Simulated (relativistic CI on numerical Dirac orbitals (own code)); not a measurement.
# Mn III (Mn²⁺): levels and lines, part 2 of 2

What are the lowest levels and the strongest lines of Mn²⁺? One CI run answers it; further runs change one setting each.

Calculated with an in-house relativistic CI code, version 3; Dirac-Coulomb-Breit CI, KLI orbitals optimised for each configuration.

## (6) The first 3 configurations alone

The run's settings:

```ini
atom Mn  Z=25  charge=2  electrons=23
nucleus A=55  rms_radius_fm=3.7057
hamiltonian dirac-coulomb  breit=on  qed=on  c_scale=1
orbitals kli  potential=per-configuration
slater_scale 0.85
correlation p86
mixing on
configurations
  [Ar] 3d5
  [Ar] 3d4 4s
  [Ar] 3d4 4p
end
```

Results of the run:

```text
status: converged
levels [i, E_cm, J2, conf, term, w_term, w_jj]:
  - [0, 0, 5, "3d5", "6S", 0.9995, 0.4298]
  - [1, 26644.724, 11, "3d5", "4G", 0.9992, 0.518]
  - [2, 26671.984, 9, "3d5", "4G", 0.9994, 0.6659]
  - [3, 26682.904, 7, "3d5", "4G", 0.9989, 0.4406]
  - [4, 26684.378, 5, "3d5", "4G", 0.9981, 0.4009]
  - [5, 30730.291, 5, "3d5", "4P", 0.963, 0.3005]
  - [6, 30769.694, 3, "3d5", "4P", 0.9733, 0.5257]
  - [7, 30810.105, 1, "3d5", "4P", 0.991, 0.5337]
  - [8, 33248.581, 7, "3d5", "4D", 0.9974, 0.5452]
  - [9, 33307.369, 1, "3d5", "4D", 0.9909, 0.7987]
  - [10, 33333.321, 3, "3d5", "4D", 0.9726, 0.4616]
  - [11, 33334.105, 5, "3d5", "4D", 0.9646, 0.4321]
  - [12, 37951.526, 13, "3d5", "2I", 1, 1]
  - [13, 37960.885, 11, "3d5", "2I", 0.9963, 0.4814]
  - [14, 42837.455, 5, "3d5", "2D", 0.7213, 0.3811]
  - [15, 43197.467, 3, "3d5", "2D", 0.9573, 0.6084]
  - "... 184 more rows left out ..."
n_levels_all: 280
total_energy [Ha]: -1157.2351265
configurations [conf, odd, states, E_av_cm, breit_Ha, qed_Ha, corr_Ha]:
  - ["3d5", 0, 252, 45206, 0.4088, 0.2732, -1.171]
  - ["3d4 4s", 0, 420, 95693.5, 0.4094, 0.2734, -1.15]
  - ["3d4 4p", 1, 1260, 142607, 0.4094, 0.2732, -1.146]
```

It took 0.33 s on 1 thread, shared host.

How the levels moved (cm⁻¹, from the main run's lowest level):

```
     level  main run   shift
3d5 4G11/2     26987  -342.5
 3d5 4G9/2     27014  -341.9
 3d5 4G7/2     27025  -341.6
 3d5 4G5/2     27026  -341.5
 3d5 4P5/2     30840  -109.7
 3d5 4P3/2     30877  -107.0
 3d5 4P1/2     30913  -102.7
 3d5 4D7/2     33495  -246.6
 3d5 4D1/2     33552  -245.0
 3d5 4D5/2     33574  -239.6
 3d5 4D3/2     33575  -241.2
3d5 2I13/2     38575  -623.3
```

## (7) Non-relativistic limit (c × 1000)

The run's settings:

```ini
atom Mn  Z=25  charge=2  electrons=23
nucleus A=55  rms_radius_fm=3.7057
hamiltonian dirac-coulomb  breit=off  qed=off  c_scale=1000
orbitals kli  potential=per-configuration
slater_scale 0.85
correlation p86
mixing on
configurations
  [Ar] 3d5
  [Ar] 3d4 4s
  [Ar] 3d4 4p
  [Ar] 3d3 4s2
  [Ar] 3d4 4d
  [Ar] 3d4 5s
  [Ar] 3d4 5p
  [Ar] 3d3 4s 4p
  [Ar] 3d4 4f
  [Ar] 3d4 5d
  [Ar] 3d4 5f
  [Ar] 3d4 5g
  [Ar] 3d3 4p2
  [Ne] 3s2 3p5 3d6
end
```

Results of the run:

```text
status: converged
levels [i, E_cm, J2, conf, term, w_term, w_jj]:
  - [0, 0, 5, "3p6 3d5", "6S", 0.9959, 0.4286]
  - [1, 27218.646, 5, "3p6 3d5", "4G", 0.9975, 0.4017]
  - [2, 27218.646, 7, "3p6 3d5", "4G", 0.9975, 0.4427]
  - [3, 27218.646, 9, "3p6 3d5", "4G", 0.9975, 0.665]
  - [4, 27218.646, 11, "3p6 3d5", "4G", 0.9975, 0.5187]
  - [5, 31126.813, 1, "3p6 3d5", "4P", 0.9964, 0.5314]
  - [6, 31126.813, 3, "3p6 3d5", "4P", 0.9964, 0.5394]
  - [7, 31126.813, 5, "3p6 3d5", "4P", 0.9964, 0.3069]
  - [8, 33728.616, 1, "3p6 3d5", "4D", 0.9967, 0.7974]
  - [9, 33728.616, 3, "3p6 3d5", "4D", 0.9967, 0.3987]
  - [10, 33728.616, 5, "3p6 3d5", "4D", 0.9967, 0.448]
  - [11, 33728.616, 7, "3p6 3d5", "4D", 0.9967, 0.5411]
  - [12, 38904.982, 11, "3p6 3d5", "2I", 0.999, 0.4795]
  - [13, 38904.982, 13, "3p6 3d5", "2I", 0.999, 0.999]
  - [14, 43985.837, 3, "3p6 3d5", "2D", 0.9981, 0.6085]
  - [15, 43985.837, 5, "3p6 3d5", "2D", 0.9981, 0.3215]
  - "... 184 more rows left out ..."
n_levels_all: 2829
total_energy [Ha]: -1150.2306699
configurations [conf, odd, states, E_av_cm, breit_Ha, qed_Ha, corr_Ha]:
  - ["3p6 3d5", 0, 252, 46306.8, 0, 0, -1.17]
  - ["3p6 3d4 4s", 0, 420, 100003, 0, 0, -1.148]
  - ["3p6 3d4 4p", 1, 1260, 145693, 0, 0, -1.145]
  - ["3p6 3d3 4s2", 0, 120, 196103, 0, 0, -1.133]
  - ["3p6 3d4 4d", 0, 2100, 204293, 0, 0, -1.142]
  - ["3p6 3d4 5s", 0, 420, 206585, 0, 0, -1.14]
  - ["3p6 3d4 5p", 1, 1260, 222386, 0, 0, -1.138]
  - ["3p6 3d3 4s 4p", 1, 1440, 237726, 0, 0, -1.131]
  - ["3p6 3d4 4f", 1, 2940, 239979, 0, 0, -1.125]
  - ["3p6 3d4 5d", 0, 2100, 245549, 0, 0, -1.135]
  - ["3p6 3d4 5f", 1, 2940, 262255, 0, 0, -1.125]
  - ["3p6 3d4 5g", 0, 3780, 262327, 0, 0, -1.125]
  - ["3p6 3d3 4p2", 0, 1800, 294273, 0, 0, -1.128]
  - ["3p5 3d6", 1, 1260, 464160, 0, 0, -1.166]
```

It took 1.7 s on 1 thread, shared host.

Shifts of the excitation energies against the main run, counted from its lowest level (cm⁻¹):

```csv
level,main run,shift
3d5 4G11/2,26987,+231.4
3d5 4G9/2,27014,+204.8
3d5 4G7/2,27025,+194.1
3d5 4G5/2,27026,+192.7
3d5 4P5/2,30840,+286.8
3d5 4P3/2,30877,+250.1
3d5 4P1/2,30913,+214.0
3d5 4D7/2,33495,+233.4
3d5 4D1/2,33552,+176.2
3d5 4D5/2,33574,+155.0
3d5 4D3/2,33575,+154.1
3d5 2I13/2,38575,+330.2
```

## (8) The runs side by side

The summary covers parts 1 to 2.

| run | time | mean size of shift, levels followed (cm⁻¹) | lowest level | ionisation energy (eV) | mean error to measured (cm⁻¹) |
| --- | --- | --- | --- | --- | --- |
| main run | 2.2 s | 0 | 3d5 6S5/2 | 33.278 | 877 |
| no correlation estimate | 2.2 s | 6.0 | 3d5 6S5/2 | 32.066 | 2988 |
| correlation estimate lda-sx | 2.3 s | 5.5 | 3d5 6S5/2 | 33.701 | 1225 |
| the first 3 configurations alone | 0.33 s | 274 | 3d5 6S5/2 | - | - |
| non-relativistic limit (c × 1000) | 1.7 s | 219 | 3d5 6S5/2 | - | - |

The measured ionisation energy (NIST) is 33.668 eV.

## (9) Summary of results

| quantity | value |
| --- | --- |
| lowest level | 3d5 6S5/2 |
| first excitation | 3d5 4G11/2, 26987 cm⁻¹ |
| lowest level of the other parity | 3d4 4p 6F°1/2, 108945 cm⁻¹ |
| levels in the model | 2829 |
| fastest E1 line (by rate) to the lowest level among the lowest 200 of 2829 levels | 90.13 nm, from 3d4 4p 6P°7/2 |
| ionisation energy | 33.278 eV |
| ionisation energy, measured (NIST) | 33.668 eV |
| mean error of paired levels | 877 cm⁻¹ over 64 |

3d5 6S5/2 comes out lowest; its LS label holds 100 % and its jj label 43 %; over the low levels the means are 97 and 53 %, so LS coupling describes them better. Against the measured ionisation energy the result lies 1.2 % low. Of the changes tried, the run «the first 3 configurations alone» moves the low levels most, by 274 cm⁻¹ on average. No change brings the levels clearly nearer the measured ones. The scale of 0.85 was itself chosen against such measured levels. In a near-neutral ion this small CI can misplace whole configurations by 10,000 cm⁻¹ or more. Lifetimes count radiative decay inside the model alone.
